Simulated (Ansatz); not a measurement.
# C: the cost of one run

Computed with Ansatz 0.2.0 (DFT r2SCAN, scalar-relativistic, plane waves, PAW, unless a step's input says otherwise).

### 1 The starting structure

Symmetry: Fd-3m, No. 227, cubic system. The conventional cell has a = 3.567 Å, b = 3.567 Å, c = 3.567 Å, α = 90.00°, β = 90.00°, γ = 90.00°. C (site symmetry -43m) has 4 C at 1.54 Å in its first shell of neighbours.

As a file:

```cif
data_structure
_symmetry_space_group_name_H-M 'P 1'
_symmetry_Int_Tables_number 1
_cell_length_a 2.5221
_cell_length_b 2.5221
_cell_length_c 12.3558
_cell_angle_alpha 90.000
_cell_angle_beta 90.000
_cell_angle_gamma 60.000
_cell_volume 68.07
loop_
_atom_site_label
_atom_site_type_symbol
_atom_site_fract_x
_atom_site_fract_y
_atom_site_fract_z
_atom_site_occupancy
C1 C 0.66667 0.66667 0.41667 1
C2 C 0.00000 0.00000 0.25000 1
C3 C 0.33333 0.33333 0.58333 1
C4 C 0.66667 0.66667 0.91667 1
C5 C 0.00000 0.00000 0.75000 1
C6 C 0.33333 0.33333 0.08333 1
C7 C 0.66667 0.66667 0.54167 1
C8 C 0.00000 0.00000 0.37500 1
C9 C 0.33333 0.33333 0.70833 1
C10 C 0.66667 0.66667 0.04167 1
C11 C 0.00000 0.00000 0.87500 1
C12 C 0.33333 0.33333 0.20833 1
```

No relaxation comes first: the listed cell is the starting point.

### 2 Zero of energy

The cell is repeated 6 times, 12 atoms in all. Reference values: F = -3018.6661 eV; pressure -2.44 GPa; largest force 0.000 eV/Å; gap on the mesh 4.40 eV. It was computed beforehand with the settings of the runs below.

### 3 Next: pulling the crystal apart

The cut lies on the cell's a–b face, a (1 1 1) plane of area 5.51 Å², between layers 1.54 Å apart (C below, C above); the cell is 12.4 Å thick. Vector c is lengthened by d along the normal with the atoms' Cartesian places fixed: one unrelaxed cut per cell.

### 4 At d = 1.00 Å

input.yaml

```yaml
crystal:
  lattice:
    - [1.7834, -1.7834, 0.0]
    - [1.7834, 0.0, -1.7834]
    - [7.7109502692, 7.7109502692, 7.7109502692]
  atoms:
    - { symbol: C, position: [0.6666666667, 0.6666666667, 0.2505857755] }
    - { symbol: C, position: [0.0, 0.0, 0.0963981214] }
    - { symbol: C, position: [0.3333333333, 0.3333333333, 0.4047734297] }
    - { symbol: C, position: [0.6666666667, 0.6666666667, 0.713148738] }
    - { symbol: C, position: [1.0, 1.0, 0.5589610839] }
    - { symbol: C, position: [0.3333333333, 0.3333333333, 0.8673363922] }
    - { symbol: C, position: [0.6666666667, 0.6666666667, 0.3662265162] }
    - { symbol: C, position: [1.0, 1.0, 0.212038862] }
    - { symbol: C, position: [0.3333333333, 0.3333333333, 0.5204141703] }
    - { symbol: C, position: [0.6666666667, 0.6666666667, 0.8287894786] }
    - { symbol: C, position: [0.0, 0.0, 0.6746018245] }
    - { symbol: C, position: [0.3333333333, 0.3333333333, 0.0578512078] }
basis:
  ecutwfc: 500
kpoints:
  mp_grid: { grid: [10, 10, 2] }
hamiltonian:
  xc: r2scan
scf:
  occupations: { method: gaussian, width: 0.05 }
output:
  forces: true
  stress: true
  eigenvalues: true
```

The run is started by

```
ansatz run input.yaml --threads 2 --pin off --max-ram 5120MiB --backend cpu --events-out ev --progress --plain --runs-dir out
```

**Question.** How long does this run take on 2 threads of Intel Xeon Platinum 8375C at 2.90GHz (Ice Lake), shared host, and how much memory does it need?

About 5.4 s, with a peak of 0.58 GiB.
